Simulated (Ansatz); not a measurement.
# Cl2H4O2Si2: one species, many methods

An exercise on one series of results from a longer session: the logs are not shown, and one member is left open.

Method: functionals in def2-TZVPP, the program's frozen cores in correlated methods; program: Ansatz 0.2.0, Gaussian basis.

Plan: PBE-D4, r2SCAN-D4, PBE0-D4, B3LYP-D4, ωB97X-V, ωB97M-V, B2PLYP; CCSD(T)/def2-TZVPP; MP2/def2-QZVPP; extrapolation to the limit.

## The geometry

The geometry comes from an earlier relaxation with PBE0-D4 in a triple-zeta def2 set; it is a stationary point, not always the lowest conformer.

SMILES `O[SiH](O)[SiH](Cl)Cl`, 10 atoms, charge 0, spin multiplicity 1.

Atoms are counted from 1 here; the program's logs count them from 0.

Bond lengths: O1–Si2 1.643 Å, O1–H7 0.959 Å, Si2–O3 1.633 Å, Si2–Si4 2.343 Å, Si2–H8 1.491 Å, O3–H9 0.959 Å, Si4–Cl5 2.053 Å, Si4–Cl6 2.064 Å, Si4–H10 1.481 Å. Angles: Si2–O1–H7 118.1°, O1–Si2–O3 108.5°, O1–Si2–Si4 111.0°, O1–Si2–H8 109.4°, O3–Si2–Si4 105.8°, O3–Si2–H8 112.5°, Si4–Si2–H8 109.5°, Si2–O3–H9 118.9°, Si2–Si4–Cl5 110.2°, Si2–Si4–Cl6 105.8°, Si2–Si4–H10 117.3°, Cl5–Si4–Cl6 108.9°, Cl5–Si4–H10 107.4°, Cl6–Si4–H10 107.0°.

The first run:

Contents of in.yaml:

```yaml
crystal:
  periodic: [false, false, false]
  atoms:
    - {symbol: O, position_ang: [-1.690728, -0.994563, -0.237845]}
    - {symbol: Si, position_ang: [-0.065444, -0.778123, -0.130576]}
    - {symbol: O, position_ang: [0.473672, -1.554604, 1.201062]}
    - {symbol: Si, position_ang: [0.460532, 1.482323, 0.191527]}
    - {symbol: Cl, position_ang: [2.481800, 1.777277, -0.012235]}
    - {symbol: Cl, position_ang: [-0.517953, 2.506035, -1.309613]}
    - {symbol: H, position_ang: [-2.123716, -0.765683, -1.062067]}
    - {symbol: H, position_ang: [0.584086, -1.268233, -1.380209]}
    - {symbol: H, position_ang: [0.348493, -2.503044, 1.266662]}
    - {symbol: H, position_ang: [0.049278, 2.098634, 1.473293]}
basis:
  gaussian: {orbitals: def2-TZVPP}
hamiltonian: {xc: pbe, dispersion: d4}
output: {forces: true, orbitals: {seedname: orbitals}}
```

Launch:

```sh
$ ansatz run in.yaml --threads 2 --pin off --events-out ev --progress --plain --max-ram 32768MiB --backend cuda --devices 0, --max-vram 18GiB
```

Steps of the session up to this table: PBE-D4 (GGA); r2SCAN-D4 (meta-GGA); PBE0-D4 (hybrid); B3LYP-D4 (hybrid); ωB97X-V (range-separated); ωB97M-V (range-separated); B2PLYP (double hybrid); CCSD(T) in def2-TZVPP; MP2 in def2-QZVPP.

One of the session's tables, all rows but one given; the rest of the session is left out.

| method | atomisation energy (kcal/mol) |
| --- | --- |
| PBE-D4 | 851.6 |
| r2SCAN-D4 | 847.7 |
| PBE0-D4 | 836.5 |
| B3LYP-D4 | ? |
| ωB97X-V | 849.2 |
| ωB97M-V | 847.7 |
| B2PLYP | 829.2 |
| HF/def2-TZVPP | 607.1 |
| MP2/def2-TZVPP | 843.5 |
| CCSD/def2-TZVPP | 804.7 |
| CCSD(T)/def2-TZVPP | 818.9 |
| MP2/CBS | 874.1 |
| CCSD(T)/CBS | 849.4 |

**Question.** Estimate the row for B3LYP-D4.

As computed: atomisation energy (kcal/mol): 835.9. In the column «atomisation energy (kcal/mol)» it lies between B2PLYP (829.2) and PBE0-D4 (836.5).
